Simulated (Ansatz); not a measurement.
# MoS: the cost of one run

Method: DFT PBE, scalar-relativistic, plane waves, PAW, in Ansatz 0.2.0.

### Step 1. The structure to begin with

Symmetry: Pm-3m, No. 221, cubic system. The conventional cell has a = 3.324 Å, b = 3.324 Å, c = 3.324 Å, α = 90.00°, β = 90.00°, γ = 90.00°. Around Mo (site symmetry m-3m) lie 8 S at 2.88 Å. S (site symmetry m-3m) is surrounded by 8 Mo at 2.88 Å.

Coordinates:

```
CELL_PARAMETERS angstrom
3.32412 0.00000 0.00000
0.00000 3.32412 0.00000
0.00000 0.00000 3.32412
ATOMIC_POSITIONS crystal
Mo 0.00000 0.00000 0.00000
S 0.50000 0.50000 0.50000
```

This is candidate A: caesium chloride type (Pm-3m, No. 221).

(A quick probe on a coarse mesh, which set the mesh and smearing, is not shown.)

### Step 3. A loose first relaxation (candidate A)

Contents of input.yaml:

```yaml
crystal:
  lattice:
    - [3.3241232317, 0.0, 0.0]
    - [0.0, 3.3241232317, 0.0]
    - [0.0, 0.0, 3.3241232317]
  atoms:
    - { symbol: Mo, position: [0.0, 0.0, 0.0], spin: 0.64 }
    - { symbol: S, position: [0.5, 0.5, 0.5] }
basis:
  ecutwfc: 420
kpoints:
  mp_grid: { grid: [6, 6, 6] }
hamiltonian:
  xc: pbe
scf:
  occupations: { method: gaussian, width: 0.1 }
  lower_state_search: "off"
output:
  forces: true
  stress: true
  eigenvalues: true
  populations: true
magnetization:
  spin_polarized: true
relax:
  adjacent_minimum: "off"
  f_tol: 0.04
  max_steps: 70
  cell: { stress_tol: 0.4 }
```

Started as:

```console
$ ansatz run input.yaml --threads 1 --pin off --max-ram 2560MiB --backend cpu --events-out ev --progress --plain --runs-dir out
```

**Question.** How long does this run take on 1 thread of Intel Xeon Platinum 8259CL at 2.50GHz (Skylake/Cascade Lake), shared host, and how much memory does it need?

About 13 s, with a peak of 0.36 GiB.
